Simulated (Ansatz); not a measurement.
# TaZnSbS2: the cost of one run

Program: Ansatz 0.2.0. Level of theory: DFT PBE, scalar-relativistic, plane waves, PAW. These are calculated values, not measurements.

## 1. Starting point

The structure is tetragonal, space group P4/mmm (No. 123). The conventional cell has a = 4.910 Å, b = 4.910 Å, c = 4.910 Å, α = 90.00°, β = 90.00°, γ = 90.00°. Ta (site symmetry 4/mmm) has 4 Sb at 3.47 Å and 8 S at 3.47 Å as nearest neighbours. Zn (site symmetry 4/mmm) has 2 Sb at 2.45 Å and 4 S at 2.45 Å as nearest neighbours. Around Sb (site symmetry 4/mmm) lie 2 Zn at 2.45 Å. S (site symmetry mmm) has 2 Zn at 2.45 Å and 4 Ta at 3.47 Å and 4 Sb at 3.47 Å as nearest neighbours.

As a file:

```cif
data_structure
_symmetry_space_group_name_H-M 'P 1'
_symmetry_Int_Tables_number 1
_cell_length_a 4.9099
_cell_length_b 4.9099
_cell_length_c 4.9099
_cell_angle_alpha 90.000
_cell_angle_beta 90.000
_cell_angle_gamma 90.000
_cell_volume 118.36
loop_
_atom_site_label
_atom_site_type_symbol
_atom_site_fract_x
_atom_site_fract_y
_atom_site_fract_z
_atom_site_occupancy
Ta1 Ta 0.50000 0.50000 0.50000 1
Zn1 Zn 0.00000 0.00000 0.00000 1
Sb1 Sb 0.00000 0.00000 0.50000 1
S1 S 0.50000 0.00000 0.00000 1
S2 S 0.00000 0.50000 0.00000 1
```

Recipe of the guess: ordered mixture on the anion sites of perovskite (P4/mmm, No. 123). Its size is a rough estimate.

## 2. Probe: one point on a coarse mesh

File input.yaml:

```yaml
crystal:
  lattice:
    - [4.90991485, 0.0, 0.0]
    - [0.0, 4.90991485, 0.0]
    - [0.0, 0.0, 4.90991485]
  atoms:
    - { symbol: Ta, position: [0.5, 0.5, 0.5] }
    - { symbol: Zn, position: [0.0, 0.0, 0.0] }
    - { symbol: Sb, position: [0.0, 0.0, 0.5] }
    - { symbol: S, position: [0.5, 0.0, 0.0] }
    - { symbol: S, position: [0.0, 0.5, 0.0] }
basis:
  ecutwfc: 420
kpoints:
  mp_grid: { grid: [4, 4, 4] }
hamiltonian:
  xc: pbe
scf:
  occupations: { method: gaussian, width: 0.1 }
  lower_state_search: "off"
output:
  forces: true
  stress: true
  eigenvalues: true
```

Command:

```console
$ ansatz run input.yaml --threads 1 --pin off --max-ram 2048MiB --backend cpu --events-out ev --progress --plain --runs-dir out
```

What time and memory should one allow on 1 thread of Intel Xeon Platinum 8375C at 2.90GHz (Ice Lake), shared host?

About 3.9 s, with a peak of 0.46 GiB.
